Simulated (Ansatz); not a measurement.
# Cl2FGeH: molecular dynamics

The plan is to follow the molecule's vibrations and see whether its bonds hold. The start is relaxed first. Runs: 150 steps of 1 fs under a Nosé-Hoover thermostat at 1500 K; 150 steps of 0.5 fs at constant energy, with velocities drawn for 1500 K. SMILES of the start: [F][GeH]([Cl])[Cl].

All numbers below are computed with Ansatz 0.2.0 (RKS B3LYP/def2-SVP).

## Step 1: The structure to begin with

Bond lengths: Ge1–H2 1.550 Å, Ge1–F3 1.680 Å, Ge1–Cl4 2.218 Å, Ge1–Cl5 2.218 Å. Angles: H2–Ge1–F3 109.4°, H2–Ge1–Cl4 109.5°, H2–Ge1–Cl5 109.5°, F3–Ge1–Cl4 109.5°, F3–Ge1–Cl5 109.5°, Cl4–Ge1–Cl5 109.5°.

As a file:

```xyz
5

Ge    0.0000    0.0000    0.0000
H     0.0000    0.0000    1.5500
F     1.5842    0.0000   -0.5594
Cl   -1.0456    1.8115   -0.7393
Cl   -1.0456   -1.8115   -0.7393
```

## Step 2: Relaxing the start

input.yaml

```yaml
crystal:
  periodic: [false, false, false]
  atoms:
    - { symbol: Ge, position_ang: [0.0, 0.0, 0.0] }
    - { symbol: H, position_ang: [0.0, 0.0, 1.55] }
    - { symbol: F, position_ang: [1.5842, 0.0, -0.5594] }
    - { symbol: Cl, position_ang: [-1.0456, 1.8115, -0.7393] }
    - { symbol: Cl, position_ang: [-1.0456, -1.8115, -0.7393] }
basis:
  gaussian: { orbitals: def2-SVP }
hamiltonian:
  xc: b3lyp
relax:
  f_tol: 0.02
  max_steps: 40
output:
  orbitals: {}
```

Command:

```
$ ansatz run input.yaml --threads 1 --pin off --max-ram 2048MiB --backend cpu --events-out ev --progress --plain --runs-dir out
```

The program printed (excerpt; [...] marks lines left out):

```text
Warning: RAYON_NUM_THREADS=1 ignored (pool sized by the plan → 1); use --threads N
[...]
Functional definition: B3LYP
[...]
870 factors; integrals over basis functions are off by at most 3.6e-4 eV
[...]
mean field -84284.53229747 eV, -3097.3994318239 hartree, gradient 2.0e-5 eV, S^2 0.000000; 0 other end points of the search recorded, 0 dependent functions left out
[...]
reference -84284.53250777 eV, -3097.3994395525 hartree; 38, 38 occupied and 49, 49 virtual orbitals, 870 factors
relax step   1: F+E_penalty+E_count = -84284.53229747 eV  Δ(F+E_penalty+E_count) = +0.000e0 eV  max|allowed force component| = 2.673e0 eV/Å  Δτ_max = 0.0000 Å  (28 SCF iters, accepted)
[...]
relax step   3: F+E_penalty+E_count = -84284.67054749 eV  Δ(F+E_penalty+E_count) = -1.643e-2 eV  max|allowed force component| = 1.169e-1 eV/Å  Δτ_max = 0.0261 Å  (28 SCF iters, accepted)
[...]
relax step   4: F+E_penalty+E_count = -84284.67086361 eV  Δ(F+E_penalty+E_count) = -3.161e-4 eV  max|allowed force component| = 1.039e-2 eV/Å  Δτ_max = 0.0024 Å  (24 SCF iters, accepted)
870 factors; integrals over basis functions are off by at most 3.4e-4 eV
mean field -84284.67086361 eV, -3097.4045240358 hartree, gradient 1.4e-5 eV, S^2 0.000000; 1 other end points of the search recorded, 0 dependent functions left out
[...]
reference -84284.67107169 eV, -3097.4045316825 hartree; 38, 38 occupied and 49, 49 virtual orbitals, 870 factors
Total energy: -84284.67107169 eV, -3097.4045316825 hartree
Atom 0 at    -0.051540     0.000000     0.027924 Å, force    -0.010393    -0.000000     0.001874 eV/Å
Atom 1 at     0.003164    -0.000000     1.554772 Å, force     0.001589    -0.000000     0.004068 eV/Å
Atom 2 at     1.568243    -0.000000    -0.586718 Å, force     0.006271    -0.000000    -0.003609 eV/Å
Atom 3 at    -1.013433     1.757289    -0.741989 Å, force     0.001267     0.000444    -0.001167 eV/Å
Atom 4 at    -1.013433    -1.757289    -0.741989 Å, force     0.001267    -0.000444    -0.001167 eV/Å
Dipole moment:    -0.131539    -0.000000     0.358406 e Å
```

Wall time 19 s (1 thread of Arm Neoverse V1, shared host); peak memory 0.19 GiB.

The steps of the relaxation:

```tsv
step	energy from step 1 (eV)	largest force component (eV/Å)
1	0.0000	2.6728
2	-0.1218	0.9672
3	-0.1383	0.1169
4	-0.1386	0.0104
```

Step 1 is the start.

After: Bond lengths: Ge1–H2 1.528 Å, Ge1–F3 1.732 Å, Ge1–Cl4 2.146 Å, Ge1–Cl5 2.146 Å. Angles: H2–Ge1–F3 108.7°, H2–Ge1–Cl4 112.0°, H2–Ge1–Cl5 112.0°, F3–Ge1–Cl4 107.0°, F3–Ge1–Cl5 107.0°, Cl4–Ge1–Cl5 109.9°.

## Step 3: Run 1

150 steps of 1 fs under a Nosé-Hoover thermostat at 1500 K, from the relaxed start.

input.yaml

```yaml
crystal:
  periodic: [false, false, false]
  atoms:
    - { symbol: Ge, position_ang: [-0.05154, 0.0, 0.027924] }
    - { symbol: H, position_ang: [0.003164, 0.0, 1.554772] }
    - { symbol: F, position_ang: [1.568243, 0.0, -0.586718] }
    - { symbol: Cl, position_ang: [-1.013433, 1.757289, -0.741989] }
    - { symbol: Cl, position_ang: [-1.013433, -1.757289, -0.741989] }
basis:
  gaussian: { orbitals: def2-SVP }
hamiltonian:
  xc: b3lyp
md:
  timestep: 1.0
  n_steps: 150
  ensemble: nvt_nose_hoover
  temperature: 1500.0
  initial_velocities: maxwell_boltzmann
  seed: 209683
  nose_hoover: { tau: 300.0, chain_length: 5 }
```

Command:

```
$ ansatz run input.yaml --threads 1 --pin off --max-ram 2048MiB --backend cpu --events-out ev --progress --plain --runs-dir out
```

The program printed (excerpt; [...] marks lines left out):

```text
Warning: RAYON_NUM_THREADS=1 ignored (pool sized by the plan → 1); use --threads N
[...]
Functional definition: B3LYP
[...]
866 factors; integrals over basis functions are off by at most 3.6e-4 eV
[...]
mean field -84284.67084253 eV, -3097.4045232613 hartree, gradient 5.9e-6 eV, S^2 0.000000; 0 other end points of the search recorded, 0 dependent functions left out
[...]
reference -84284.67105042 eV, -3097.4045309010 hartree; 38, 38 occupied and 49, 49 virtual orbitals, 866 factors
md step     0: t =     0.00 fs  T =  1500.0 K  F+E_penalty+E_count = -84284.67084253 eV  E_kin = 0.581670 eV  conserved = -84284.08917254 eV  (29 SCF iters)
[...]
md step    19: t =    19.00 fs  T =   556.4 K  F+E_penalty+E_count = -84284.30416610 eV  E_kin = 0.215775 eV  conserved = -84284.08862839 eV  (27 SCF iters)
[...]
md step    38: t =    38.00 fs  T =   483.3 K  F+E_penalty+E_count = -84284.27469016 eV  E_kin = 0.187415 eV  conserved = -84284.08850575 eV  (30 SCF iters)
[...]
md step    57: t =    57.00 fs  T =   454.7 K  F+E_penalty+E_count = -84284.26087561 eV  E_kin = 0.176312 eV  conserved = -84284.08852265 eV  (31 SCF iters)
[...]
md step    74: t =    74.00 fs  T =  1314.2 K  F+E_penalty+E_count = -84284.59088702 eV  E_kin = 0.509637 eV  conserved = -84284.08910123 eV  (30 SCF iters)
md step    75: t =    75.00 fs  T =  1350.3 K  F+E_penalty+E_count = -84284.60443616 eV  E_kin = 0.523636 eV  conserved = -84284.08911116 eV  (30 SCF iters)
```

## Step 4: The output, continued: dynamics from the start

The log, continued (excerpt; [...] marks lines left out):

```text
md step    76: t =    76.00 fs  T =  1369.0 K  F+E_penalty+E_count = -84284.61120271 eV  E_kin = 0.530884 eV  conserved = -84284.08910112 eV  (30 SCF iters)
[...]
md step    94: t =    94.00 fs  T =   786.1 K  F+E_penalty+E_count = -84284.37785690 eV  E_kin = 0.304833 eV  conserved = -84284.08871720 eV  (27 SCF iters)
[...]
md step   112: t =   112.00 fs  T =   609.2 K  F+E_penalty+E_count = -84284.30421701 eV  E_kin = 0.236242 eV  conserved = -84284.08853743 eV  (27 SCF iters)
[...]
md step   130: t =   130.00 fs  T =   448.9 K  F+E_penalty+E_count = -84284.23490463 eV  E_kin = 0.174068 eV  conserved = -84284.08849795 eV  (31 SCF iters)
[...]
md step   148: t =   148.00 fs  T =   833.5 K  F+E_penalty+E_count = -84284.37829225 eV  E_kin = 0.323227 eV  conserved = -84284.08873410 eV  (28 SCF iters)
[...]
md step   149: t =   149.00 fs  T =   878.0 K  F+E_penalty+E_count = -84284.39489071 eV  E_kin = 0.340452 eV  conserved = -84284.08871829 eV  (28 SCF iters)
[...]
md step   150: t =   150.00 fs  T =   920.9 K  F+E_penalty+E_count = -84284.41086686 eV  E_kin = 0.357093 eV  conserved = -84284.08869919 eV  (28 SCF iters)
Total energy: -84284.41107281 eV, -3097.3949769000 hartree
Atom 0 at    -0.053687     0.030069     0.010605 Å, force    -0.206886     0.846541     0.304998 eV/Å
Atom 1 at    -0.290289     0.186072     1.503697 Å, force     0.518787    -0.133363     0.264943 eV/Å
Atom 2 at     1.558650    -0.235898    -0.564203 Å, force     0.198576     0.670549     0.221332 eV/Å
Atom 3 at    -1.101020     1.772072    -0.741951 Å, force     0.400274    -0.091636    -0.268786 eV/Å
Atom 4 at    -0.907964    -1.712545    -0.717156 Å, force    -0.910750    -1.292091    -0.522487 eV/Å
Dipole moment:    -0.085754     0.041601     0.339134 e Å
```

It took 9.2 min on 1 thread of Arm Neoverse V1, shared host; peak memory 0.18 GiB.

## Step 5: Frames and traces

One step in 6; energies are changes from step 0:

```tsv
time (fs)	T (K)	potential energy change (meV/atom)	conserved energy change (meV/atom)
0.0	1500	0.0	0.00
6.0	1202	23.2	0.08
12.0	742	58.9	0.15
18.0	564	72.7	0.12
24.0	527	75.7	0.09
30.0	442	82.3	0.11
36.0	431	83.2	0.14
42.0	647	66.6	0.09
48.0	796	55.2	0.04
54.0	597	70.9	0.09
60.0	379	88.0	0.17
66.0	643	67.7	0.14
72.0	1193	25.2	0.03
78.0	1356	13.1	0.03
84.0	1072	35.8	0.12
90.0	842	54.0	0.13
96.0	754	61.2	0.09
102.0	601	73.5	0.10
108.0	500	81.6	0.15
114.0	700	66.4	0.10
120.0	873	53.4	0.04
126.0	655	70.9	0.09
132.0	383	92.4	0.14
138.0	403	91.1	0.12
144.0	640	73.1	0.10
150.0	921	52.0	0.09
```

time (fs), T (K) and a bar:
```
      0.0       1500 ##############################
      7.0       1118 ####################
     13.0        689 ########
     20.0        550 #####
     26.0        507 ###
     33.0        409 #
     39.0        519 ####
     46.0        781 ###########
     52.0        691 ########
     59.0        392 
     65.0        563 #####
     72.0       1193 ######################
     78.0       1356 ##########################
     85.0       1020 #################
     91.0        825 ############
     98.0        711 #########
    104.0        543 ####
    111.0        570 #####
    117.0        827 ############
    124.0        761 ##########
    130.0        449 ##
    137.0        380 
    143.0        592 ######
    150.0        921 ##############
```

Maxima of the velocity power spectrum (cm⁻¹, relative height; resolution about 440 cm⁻¹): 330 (100).

## Step 6: Snapshots as a file

Extended XYZ, with forces in eV/Å:

```xyz
5
time_fs=19.0 T=556 dE=0.3667
Ge   -0.029    0.020    0.086   -0.764   -1.822   -0.897
H    -0.116    0.021    1.618    0.311   -0.138   -0.109
F     1.530    0.196   -0.653    0.182   -0.539    0.460
Cl   -0.936    1.688   -0.772   -0.818    1.038   -0.302
Cl   -1.113   -1.835   -0.798    1.089    1.461    0.848
5
time_fs=38.0 T=483 dE=0.3962
Ge   -0.035   -0.034    0.100    0.431   -0.328   -1.429
H     0.390   -0.288    1.554   -0.530    0.207    0.046
F     1.516    0.299   -0.649   -0.084   -0.755    0.195
Cl   -0.928    1.701   -0.819   -0.521    0.002    0.609
Cl   -1.116   -1.783   -0.778    0.704    0.874    0.579
5
time_fs=56.0 T=499 dE=0.3927
Ge   -0.032   -0.093    0.057   -0.429    3.244    0.376
H    -0.149   -0.094    1.586    0.388   -0.029   -0.080
F     1.509    0.271   -0.605    0.808   -0.732    0.114
Cl   -0.967    1.720   -0.818   -0.035   -0.519    0.510
Cl   -1.063   -1.672   -0.718   -0.731   -1.964   -0.919
5
time_fs=75.0 T=1350 dE=0.0664
Ge   -0.039   -0.027    0.020    0.727    0.974    0.407
H     0.073    0.013    1.543   -0.123   -0.099    0.035
F     1.608    0.114   -0.539   -0.299   -0.332   -0.090
Cl   -1.017    1.700   -0.772   -0.135    0.228   -0.046
Cl   -1.059   -1.707   -0.721   -0.171   -0.771   -0.307
5
time_fs=94.0 T=786 dE=0.2930
Ge   -0.015    0.079    0.005    0.355   -3.053    0.175
H     0.046   -0.041    1.534   -0.094    0.234   -0.082
F     1.667   -0.095   -0.488   -0.848    0.427   -0.102
Cl   -1.083    1.707   -0.731   -0.242    0.947   -0.472
Cl   -1.073   -1.817   -0.757    0.829    1.446    0.481
5
time_fs=112.0 T=609 dE=0.3666
Ge    0.010    0.072   -0.003   -2.528   -0.989    0.119
H    -0.169    0.300    1.507    0.400   -0.322   -0.051
F     1.620   -0.238   -0.465    0.768    0.407   -0.330
Cl   -1.157    1.780   -0.730    0.708   -0.384   -0.267
Cl   -1.019   -1.809   -0.754    0.652    1.287    0.529
5
time_fs=131.0 T=412 dE=0.4506
Ge   -0.042    0.017   -0.008    1.503    1.659    0.499
H     0.261    0.074    1.494   -0.542    0.208    0.076
F     1.635   -0.306   -0.495   -0.745    0.807   -0.302
Cl   -1.175    1.826   -0.748    0.986   -1.161    0.360
Cl   -0.915   -1.699   -0.710   -1.200   -1.514   -0.633
5
time_fs=150.0 T=921 dE=0.2600
Ge   -0.054    0.030    0.011   -0.207    0.847    0.305
H    -0.290    0.186    1.504    0.519   -0.133    0.265
F     1.559   -0.236   -0.564    0.199    0.670    0.221
Cl   -1.101    1.772   -0.742    0.400   -0.092   -0.269
Cl   -0.908   -1.712   -0.717   -0.911   -1.292   -0.522
```

On run 1: Against a set 1500 K the second half averages 742 K with a spread of 265 K; 63 meV/atom has gone into potential energy, and a thermostat that acts over some 300 fs has not made it up in 150 fs. The conserved energy strays from its start by at most 0.18 meV/atom, 0.3 % of the mean kinetic energy, which is good for a step of 1 fs. The bonding pattern survives the run.

## Step 7: Run 2

150 steps of 0.5 fs at constant energy, with velocities drawn for 1500 K, from the relaxed start.

input.yaml, as its differences from that of step 3:

```diff
@@ -13,8 +13,7 @@
 md:
-  timestep: 1.0
+  timestep: 0.5
   n_steps: 150
-  ensemble: nvt_nose_hoover
+  ensemble: nve
   temperature: 1500.0
   initial_velocities: maxwell_boltzmann
-  seed: 209683
-  nose_hoover: { tau: 300.0, chain_length: 5 }
+  seed: 796604
```

Command:

```
$ ansatz run input.yaml --threads 1 --pin off --max-ram 2048MiB --backend cpu --events-out ev --progress --plain --runs-dir out
```

The program printed (excerpt; [...] marks lines left out):

```text
Warning: RAYON_NUM_THREADS=1 ignored (pool sized by the plan → 1); use --threads N
[...]
Functional definition: B3LYP
[...]
866 factors; integrals over basis functions are off by at most 3.6e-4 eV
[...]
mean field -84284.67084253 eV, -3097.4045232613 hartree, gradient 5.9e-6 eV, S^2 0.000000; 0 other end points of the search recorded, 0 dependent functions left out
[...]
reference -84284.67105042 eV, -3097.4045309010 hartree; 38, 38 occupied and 49, 49 virtual orbitals, 866 factors
md step     0: t =     0.00 fs  T =  1500.0 K  F+E_penalty+E_count = -84284.67084253 eV  E_kin = 0.581670 eV  conserved = -84284.08917254 eV  (29 SCF iters)
[...]
md step    19: t =     9.50 fs  T =   991.8 K  F+E_penalty+E_count = -84284.47356434 eV  E_kin = 0.384584 eV  conserved = -84284.08898067 eV  (24 SCF iters)
[...]
md step    38: t =    19.00 fs  T =   520.5 K  F+E_penalty+E_count = -84284.29077080 eV  E_kin = 0.201856 eV  conserved = -84284.08891459 eV  (24 SCF iters)
[...]
md step    57: t =    28.50 fs  T =   437.2 K  F+E_penalty+E_count = -84284.25854574 eV  E_kin = 0.169536 eV  conserved = -84284.08901023 eV  (25 SCF iters)
[...]
md step    74: t =    37.00 fs  T =   460.7 K  F+E_penalty+E_count = -84284.26766629 eV  E_kin = 0.178646 eV  conserved = -84284.08902033 eV  (25 SCF iters)
md step    75: t =    37.50 fs  T =   477.0 K  F+E_penalty+E_count = -84284.27400392 eV  E_kin = 0.184971 eV  conserved = -84284.08903261 eV  (25 SCF iters)
```

## Step 8: The output, continued: dynamics from the start

Output, continued (excerpt; [...] marks lines left out):

```text
md step    76: t =    38.00 fs  T =   492.5 K  F+E_penalty+E_count = -84284.28001448 eV  E_kin = 0.190979 eV  conserved = -84284.08903529 eV  (25 SCF iters)
[...]
md step    94: t =    47.00 fs  T =   764.3 K  F+E_penalty+E_count = -84284.38548760 eV  E_kin = 0.296380 eV  conserved = -84284.08910806 eV  (24 SCF iters)
[...]
md step   112: t =    56.00 fs  T =   443.6 K  F+E_penalty+E_count = -84284.26095354 eV  E_kin = 0.172000 eV  conserved = -84284.08895321 eV  (24 SCF iters)
[...]
md step   130: t =    65.00 fs  T =   366.1 K  F+E_penalty+E_count = -84284.23086916 eV  E_kin = 0.141981 eV  conserved = -84284.08888811 eV  (23 SCF iters)
[...]
md step   148: t =    74.00 fs  T =   973.4 K  F+E_penalty+E_count = -84284.46652233 eV  E_kin = 0.377483 eV  conserved = -84284.08903908 eV  (29 SCF iters)
[...]
md step   149: t =    74.50 fs  T =  1009.3 K  F+E_penalty+E_count = -84284.48043641 eV  E_kin = 0.391373 eV  conserved = -84284.08906333 eV  (29 SCF iters)
[...]
md step   150: t =    75.00 fs  T =  1043.1 K  F+E_penalty+E_count = -84284.49359942 eV  E_kin = 0.404513 eV  conserved = -84284.08908674 eV  (26 SCF iters)
Total energy: -84284.49380653 eV, -3097.3980173080 hartree
Atom 0 at    -0.086040     0.031600    -0.032390 Å, force     0.397529    -0.515506     1.971992 eV/Å
Atom 1 at    -0.065311     0.124653     1.513120 Å, force    -0.016447    -0.136689    -0.275761 eV/Å
Atom 2 at     1.542474    -0.149799    -0.519723 Å, force     0.815134     0.326599    -0.451019 eV/Å
Atom 3 at    -1.007776     1.773304    -0.687282 Å, force    -0.515954     1.088434    -0.808198 eV/Å
Atom 4 at    -0.932650    -1.761311    -0.707843 Å, force    -0.680262    -0.762838    -0.437013 eV/Å
Dipole moment:    -0.188686     0.092017     0.214008 e Å
```

Run time: 8.9 min. Hardware: 1 thread of Arm Neoverse V1, shared host; peak memory 0.18 GiB.

## Step 9: What the atoms did

One step in 8; energies are changes from step 0:

```tsv
time (fs)	T (K)	potential energy change (meV/atom)	total energy change (meV/atom)
0.0	1500	0.0	0.00
4.0	1358	11.0	0.03
8.0	1118	29.7	0.02
12.0	811	53.5	0.05
16.0	630	67.5	0.03
20.0	510	76.8	0.04
24.0	480	79.1	0.03
28.0	436	82.5	0.04
32.0	411	84.5	0.03
36.0	428	83.2	0.04
40.0	548	73.9	0.04
44.0	706	61.6	0.02
48.0	751	58.1	0.02
52.0	658	65.3	0.02
56.0	444	82.0	0.04
60.0	323	91.3	0.04
64.0	329	90.9	0.06
68.0	568	72.3	0.03
72.0	829	52.1	0.04
75.0	1043	35.4	0.02
```

time (fs), T (K) and a bar:
```
      0.0       1500 ##############################
      3.5       1383 ###########################
      6.5       1226 #######################
     10.0        950 ################
     13.0        760 ###########
     16.5        607 #######
     19.5        514 #####
     23.0        497 #####
     26.0        446 ###
     29.5        438 ###
     32.5        402 ##
     36.0        428 ###
     39.0        521 #####
     42.5        639 ########
     45.5        754 ###########
     49.0        731 ###########
     52.0        658 #########
     55.5        473 ####
     58.5        345 #
     62.0        311 
     65.0        366 #
     68.5        603 #######
     71.5        795 ############
     75.0       1043 ##################
```

## Step 10: Positions and forces

Extended XYZ, with forces in eV/Å:

```xyz
5
time_fs=9.5 T=992 dE=0.1973
Ge   -0.041    0.013    0.025    0.437   -0.291   -0.679
H    -0.025   -0.056    1.582    0.041    0.186   -0.481
F     1.651   -0.094   -0.568   -1.611    0.335    0.492
Cl   -1.076    1.843   -0.742    0.755   -1.120    0.411
Cl   -1.016   -1.818   -0.747    0.377    0.891    0.258
5
time_fs=19.0 T=521 dE=0.3801
Ge   -0.027    0.023    0.011   -0.150   -0.361   -1.779
H    -0.020    0.020    1.508    0.016    0.102    0.631
F     1.668   -0.172   -0.529   -1.494    0.536    0.294
Cl   -1.121    1.903   -0.733    1.098   -1.600    0.456
Cl   -1.009   -1.857   -0.746    0.530    1.323    0.398
5
time_fs=28.0 T=436 dE=0.4127
Ge   -0.015    0.028   -0.015   -1.678    0.013    0.205
H    -0.004    0.164    1.541   -0.043   -0.135   -0.509
F     1.625   -0.226   -0.482    0.121    0.434   -0.348
Cl   -1.139    1.924   -0.714    1.140   -1.629    0.262
Cl   -0.992   -1.866   -0.737    0.460    1.317    0.390
5
time_fs=37.5 T=477 dE=0.3968
Ge   -0.023    0.034   -0.045   -2.542    0.311    0.577
H    -0.022    0.238    1.468   -0.054   -0.192    0.121
F     1.586   -0.263   -0.447    1.504    0.284   -0.808
Cl   -1.132    1.908   -0.688    0.950   -1.298   -0.061
Cl   -0.962   -1.844   -0.718    0.142    0.894    0.171
5
time_fs=47.0 T=764 dE=0.2854
Ge   -0.057    0.043   -0.068   -0.164   -0.133    0.841
H    -0.078    0.159    1.442    0.008   -0.044    0.333
F     1.603   -0.285   -0.446    0.086    0.655   -0.450
Cl   -1.102    1.862   -0.664    0.475   -0.453   -0.423
Cl   -0.930   -1.801   -0.695   -0.405   -0.025   -0.301
5
time_fs=56.0 T=444 dE=0.4099
Ge   -0.092    0.050   -0.078    2.265   -0.864    2.242
H    -0.124    0.034    1.488    0.081    0.172   -0.531
F     1.626   -0.279   -0.464   -1.183    0.939   -0.103
Cl   -1.063    1.808   -0.651   -0.227    0.839   -0.805
Cl   -0.909   -1.761   -0.681   -0.935   -1.086   -0.803
5
time_fs=65.5 T=393 dE=0.4296
Ge   -0.104    0.047   -0.066    2.736   -1.195    1.461
H    -0.115    0.031    1.433    0.050    0.135    0.644
F     1.603   -0.232   -0.489   -0.929    0.791   -0.089
Cl   -1.027    1.771   -0.656   -0.757    1.760   -1.103
Cl   -0.908   -1.744   -0.684   -1.099   -1.491   -0.914
5
time_fs=75.0 T=1043 dE=0.1772
Ge   -0.086    0.032   -0.032    0.398   -0.515    1.972
H    -0.065    0.125    1.513   -0.016   -0.137   -0.276
F     1.542   -0.150   -0.520    0.815    0.327   -0.451
Cl   -1.008    1.773   -0.687   -0.516    1.088   -0.808
Cl   -0.933   -1.761   -0.708   -0.680   -0.763   -0.437
```

Reading of run 2. The temperature starts at 1500 K and averages 586 K in the second half, where it ranges from 311 to 1043 K. About half is expected from a start at a minimum: kinetic energy passes into potential energy until both shares match. The total energy strays from its start by at most 0.06 meV/atom, 0.1 % of the mean kinetic energy, which is good for a step of 0.5 fs. The bonding pattern survives the run.

## Step 11: Summary of results

| quantity | value |
| --- | --- |
| relaxation of the start | 3 moves, 0.139 eV lower |
| run 1: length | 150 steps of 1 fs |
| run 1: temperature, first and last step | 1500 and 921 K |
| run 1: temperature, second half | mean 742 K, from 354 to 1371 K |
| run 1: potential energy, second half | +63 meV/atom from this run's first step |
| run 1: largest change of the conserved energy | 0.18 meV/atom |
| run 1: bonds formed or broken | 0 |
| run 2: length | 150 steps of 0.5 fs |
| run 2: temperature, first and last step | 1500 and 1043 K |
| run 2: temperature, second half | mean 586 K, from 311 to 1043 K |
| run 2: potential energy, second half | +71 meV/atom from this run's first step |
| run 2: largest change of the total energy | 0.06 meV/atom |
| run 2: bonds formed or broken | 0 |

**Reading.** Mean temperatures of the second halves: 742 K, 586 K. No bond formed or broke in any run. A run of 75 fs with 5 atoms shows the motion but fixes no equilibrium value. The nuclei move classically, without zero-point motion, which matters most for hydrogen.
